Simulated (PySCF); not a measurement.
# A diatomic session: RbH

One table from this session's results is given with a row withheld; the runs are named, their logs left out.

Method: Rb def2-TZVP with ECP28, H def2-TZVP, scalar-relativistic core potentials; program: PySCF 2.14.0.

Set-up of the first run:

The job is set up so:

- atoms: Rb, H
- charge: 0
- basis: Rb def2-TZVP with ECP28, H def2-TZVP
- Hamiltonian: scalar-relativistic core potentials
- basis functions: 39
- electrons treated: 10
- masses in u: 84.9118, 1.0078
- levels: PBE0, PBE, r²SCAN, PW91, r²SCANh, TPSS, HF, MP2, SCS-MP2, CCSD, CCSD(T)
- grid: 80 radial by 434 angular points
- occupations: held fixed by the projection of orbital angular momentum
- dissociation limit: Rb + H, each in its ground configuration
- starting distance in angstrom: 2.380
- values of 2S to try: 0, 2

Launch:

```bash
> OMP_NUM_THREADS=1 python dia.py task.json out
```

Steps of the session up to this table: Input; The PBE0 curve of the state that the search chose; Higher solutions at PBE0; PBE (GGA); r²SCAN (meta-GGA); PW91 (GGA); r²SCANh; TPSS (meta-GGA); RHF; MP2 and coupled cluster.

One table of the session follows, with a row left open; its other results are not shown here.

It belongs to the step «The curves together». Energy (eV) from each level's lowest point:

| R (Å) | RHF | RHF-MP2 | RHF-SCS-MP2 | RHF-CCSD | RHF-CCSD(T) |
| --- | --- | --- | --- | --- | --- |
| 2.080 | 0.366 | 0.256 | 0.267 | n/a | n/a |
| 2.177 | 0.193 | 0.118 | 0.125 | 0.125 | 0.123 |
| 2.274 | 0.083 | 0.038 | 0.042 | 0.043 | 0.042 |
| 2.346 | 0.034 | 0.009 | 0.010 | 0.011 | 0.011 |
| 2.419 | 0.008 | 0.000 | 0.000 | 0.000 | 0.000 |
| 2.492 | 0.000 | 0.008 | 0.007 | 0.005 | 0.005 |
| 2.588 | 0.014 | 0.040 | 0.036 | 0.031 | 0.031 |
| 2.709 | ? | ? | ? | ? | ? |
| 2.854 | 0.144 | 0.204 | 0.195 | 0.174 | 0.173 |
| 3.048 | 0.289 | 0.361 | 0.350 | n/a | n/a |

Q: Estimate the row for R (Å) = 2.709 from the others.

Worked estimate for «RHF». A straight line through the neighbours (2.588, 0.014) and (2.854, 0.144) gives 0.014 + (0.144 − 0.014) × (2.709 − 2.588) / (2.854 − 2.588) = 0.073; a parabola fitted to 4 rows on both sides gives 0.063.

**Answer.** RHF: 0.059; RHF-MP2: 0.103; RHF-SCS-MP2: 0.097; RHF-CCSD: 0.086; RHF-CCSD(T): 0.086. In «RHF» the line misses by +0.014 and the parabola by +0.004.
